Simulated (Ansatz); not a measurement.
**CH4ClNOSi: a ladder of functionals and wavefunction methods**

An exercise on one series of results from a longer session: the logs are not shown, and one member is left open.

Computed with Ansatz 0.2.0, Gaussian basis. Level: functionals in def2-TZVPP, the program's frozen cores in correlated methods.

The runs, in order: LDA (SPW92), PBE-D4, revPBE-D4, BLYP-D4, r2SCAN-D4, B97M-V, PBE0-D4, B3LYP-D4, r2SCANh-D4, r2SCAN0-D4, HSE06-D4, BHLYP-D4, CAM-B3LYP-D4, LC-ωPBE, ωB97X-V, ωB97M-V, B2PLYP, PBE-QIDH; CCSD(T)/def2-SVP; CCSD(T)/def2-TZVPP; MP2/def2-QZVPP; extrapolation to the limit; RPA on PBE.

### Structure used throughout

An earlier PBE0-D4 in a triple-zeta def2 set relaxation fixed the geometry.

SMILES `N=C(Cl)[SiH2]O`, 9 atoms, charge 0, spin multiplicity 1.

Atoms are counted from 1 here; the program's logs count them from 0.

Bond lengths: N1–C2 1.252 Å, N1–H6 1.020 Å, C2–Cl3 1.768 Å, C2–Si4 1.896 Å, Si4–O5 1.635 Å, Si4–H7 1.482 Å, Si4–H8 1.482 Å, O5–H9 0.964 Å. Angles: C2–N1–H6 115.0°, N1–C2–Cl3 123.8°, N1–C2–Si4 119.8°, Cl3–C2–Si4 116.4°, C2–Si4–O5 105.5°, C2–Si4–H7 108.4°, C2–Si4–H8 108.4°, O5–Si4–H7 112.2°, O5–Si4–H8 112.2°, H7–Si4–H8 109.9°, Si4–O5–H9 113.2°.

The first run:

in.yaml

```yaml
crystal:
  periodic: [false, false, false]
  atoms:
    - {symbol: N, position_ang: [-1.007744, 0.269949, 1.263262]}
    - {symbol: C, position_ang: [0.059083, 0.565362, 0.679223]}
    - {symbol: Cl, position_ang: [1.180836, 1.806884, 1.248742]}
    - {symbol: Si, position_ang: [0.545684, -0.342082, -0.912297]}
    - {symbol: O, position_ang: [-0.657766, -1.412439, -1.191397]}
    - {symbol: H, position_ang: [-1.196573, 0.803632, 2.111808]}
    - {symbol: H, position_ang: [1.848867, -1.011412, -0.689714]}
    - {symbol: H, position_ang: [0.670092, 0.655656, -2.000808]}
    - {symbol: H, position_ang: [-1.353979, -1.381850, -0.525918]}
basis:
  gaussian: {orbitals: def2-TZVPP}
hamiltonian: {xc: lda}
output: {orbitals: {seedname: orbitals}}
```

Started as:

```console
$ ansatz run in.yaml --threads 4 --pin off --events-out ev --progress --plain --max-ram 10444MiB
```

Steps of the session up to this table: LDA; PBE-D4 (GGA); revPBE-D4 (GGA); BLYP-D4 (GGA); r2SCAN-D4 (meta-GGA); B97M-V (meta-GGA); B3LYP-D4 (hybrid); r2SCANh-D4 (hybrid); r2SCAN0-D4 (hybrid); HSE06-D4 (hybrid); BHLYP-D4 (hybrid); CAM-B3LYP-D4 (range-separated); LC-ωPBE (range-separated); ωB97X-V (range-separated); ωB97M-V (range-separated); B2PLYP (double hybrid); PBE-QIDH (double hybrid).

One of the session's tables, all rows but one given; the rest of the session is left out.

It belongs to the step «Orbital energies across the functionals». 

| functional | HOMO (eV) | gap (eV) |
| --- | --- | --- |
| LDA (SPW92) | -7.24 | 4.66 |
| PBE-D4 | -7.11 | 4.78 |
| revPBE-D4 | -7.05 | 4.82 |
| BLYP-D4 | -6.99 | 4.81 |
| r2SCAN-D4 | -7.44 | 5.25 |
| B97M-V | -7.61 | 5.49 |
| PBE0-D4 | -8.51 | 7.21 |
| B3LYP-D4 | -8.27 | 6.75 |
| r2SCANh-D4 | ? | ? |
| r2SCAN0-D4 | -8.73 | 7.50 |
| HSE06-D4 | -8.11 | 6.42 |
| BHLYP-D4 | -9.82 | 9.72 |
| CAM-B3LYP-D4 | -9.86 | 9.78 |
| LC-ωPBE | -11.17 | 12.24 |
| ωB97X-V | -10.86 | 11.88 |
| ωB97M-V | -10.72 | 11.68 |

**Question.** Estimate the row for r2SCANh-D4.

Worked estimate for «HOMO (eV)». Against the share of exact exchange, r2SCAN-D4 (0, -7.44), r2SCAN0-D4 (0.25, -8.73) give a slope of -5.16 per unit share; at 0.1 the line stands at -7.96.

As computed: HOMO (eV): -7.96; gap (eV): 6.15. In «HOMO (eV)» the line misses by 0.00.
